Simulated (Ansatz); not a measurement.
# NaSc: the cost of one run

Program: Ansatz 0.2.0. Level of theory: DFT PBE, scalar-relativistic, plane waves, PAW. These are calculated values, not measurements.

## 1. The starting structure

Symmetry: Pm-3m, No. 221, cubic system. Conventional cell: a = 3.451 Å, b = 3.451 Å, c = 3.451 Å, α = 90.00°, β = 90.00°, γ = 90.00°. Na (site symmetry m-3m) is surrounded by 8 Sc at 2.99 Å. Around Sc (site symmetry m-3m) lie 8 Na at 2.99 Å.

As a file:

```cif
data_structure
_symmetry_space_group_name_H-M 'Pm-3m'
_symmetry_Int_Tables_number 221
_cell_length_a 3.4509
_cell_length_b 3.4509
_cell_length_c 3.4509
_cell_angle_alpha 90.000
_cell_angle_beta 90.000
_cell_angle_gamma 90.000
_cell_volume 41.10
loop_
_atom_site_label
_atom_site_type_symbol
_atom_site_symmetry_multiplicity
_atom_site_Wyckoff_symbol
_atom_site_fract_x
_atom_site_fract_y
_atom_site_fract_z
_atom_site_occupancy
Na1 Na 1 a 0.00000 0.00000 0.00000 1
Sc1 Sc 1 b 0.50000 0.50000 0.50000 1
```

This is candidate A: caesium chloride type (Pm-3m, No. 221).

(A quick probe on a coarse mesh, which set the mesh and smearing, is not shown.)

## 3. Coarse relaxation (candidate A)

input.yaml reads:

```yaml
crystal:
  lattice:
    - [3.4508996149, 0.0, 0.0]
    - [0.0, 3.4508996149, 0.0]
    - [0.0, 0.0, 3.4508996149]
  atoms:
    - { symbol: Na, position: [0.0, 0.0, 0.0] }
    - { symbol: Sc, position: [0.5, 0.5, 0.5] }
basis:
  ecutwfc: 420
kpoints:
  mp_grid: { grid: [6, 6, 6] }
hamiltonian:
  xc: pbe
scf:
  occupations: { method: gaussian, width: 0.1 }
  lower_state_search: "off"
output:
  forces: true
  stress: true
  eigenvalues: true
relax:
  adjacent_minimum: "off"
  f_tol: 0.04
  max_steps: 70
  cell: { stress_tol: 0.4 }
```

Started as:

```sh
$ ansatz run input.yaml --threads 1 --pin off --max-ram 2560MiB --backend cpu --events-out ev --progress --plain --runs-dir out
```

**Question.** How long does this run take on 1 thread of Arm Neoverse V1, shared host, and how much memory does it need?

About 4.8 s, with a peak of 0.3 GiB.
